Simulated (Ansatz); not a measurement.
# MgAu3: the cost of one run

All numbers are computed with Ansatz 0.2.0 through its Python package. Level of theory: DFT LDA, plane waves, PAW.

**1. The system**

Symmetry: I4/mmm, No. 139, tetragonal system. The conventional cell has a = 4.082 Å, b = 4.082 Å, c = 8.320 Å, α = 90.00°, β = 90.00°, γ = 90.00°. Mg (site symmetry 4/mmm) is surrounded by 12 Au at 2.89 to 2.91 Å. Au (site symmetry 4/mmm) is surrounded by 4 Mg at 2.89 Å and 8 Au at 2.91 Å. Around Au (site symmetry -4m2) lie 8 Au at 2.89 to 2.91 Å and 4 Mg at 2.91 Å.

No structure file is read: the coordinates are typed or built in the script.

**2. Script**

Input file kconv.py:

```python
"""k-point test for MgAu3."""

import argparse
import warnings

import ansatz as az
import matplotlib.pyplot as plt

parser = argparse.ArgumentParser(description="k-point test for MgAu3.")
parser.add_argument("--xc", default="LDA", help="exchange-correlation functional")
parser.add_argument("--filling", default="Fermi-Dirac", help="how the bands are filled")
parser.add_argument("--width-ev", type=float, required=True, help="smearing width (eV)")
args = parser.parse_args()


def main() -> None:
    warnings.simplefilter("ignore", az.DeckWarning)

    cell = (
        az.Lattice.from_parameters(4.08207588, 4.08207588, 8.3201931, alpha=90, beta=90, gamma=90)
        .space_group(139, hermann_mauguin="I4/mmm")
        .atom("Mg", (0.0, 0.0, 0.0))
        .atom("Au", (0.5, 0.5, 0.0))
        .atom("Au", (0.0, 0.5, 0.25))
        .primitive()
    )

    calculation = (
        cell.calculation()
        .functional(args.xc)
        .pseudopotentials("paw")
        .occupations(args.filling, width=args.width_ev)
    )

    rows = []
    for value in [0.8, 0.6, 0.5, 0.4, 0.33]:
        rep = calculation.kpoints(spacing=value).run(threads=1, backend="cpu").report
        rows.append((value, rep["free_energy_ev"] / len(rep["lattice"]["sites"]), rep["n_iterations"], rep["n_kpoints"]))

    print("spacing (1/A)   F/atom (eV)    iterations      k-points")
    for row in rows:
        print(f"{str(row[0]):>12s}  {row[1]:12.5f}  {row[2]:12d}  {row[3]:12d}")

    # differences from the last row
    for row in rows[:-1]:
        shift = 1000 * (row[1] - rows[-1][1])
        print(f"{row[0]}: {shift:+.2f} meV/atom" + ("  (within 2 meV)" if abs(shift) < 2 else ""))
    plt.figure(figsize=(4.5, 3))
    plt.plot([str(row[0]) for row in rows], [1000 * (row[1] - rows[-1][1]) for row in rows], "o-")
    plt.xlabel("spacing (1/A)")
    plt.ylabel("F - F(last) (meV/atom)")
    plt.tight_layout()
    plt.savefig("kconv.png", dpi=100)


if __name__ == "__main__":
    main()
```

**3. Running it**

Command:

```
> python kconv.py --width-ev 0.15
```

**Question.** How long does this script take on 1 thread of Arm Neoverse V1, shared host, and how much memory does it need?

About 16 s, with a peak of 0.46 GiB.
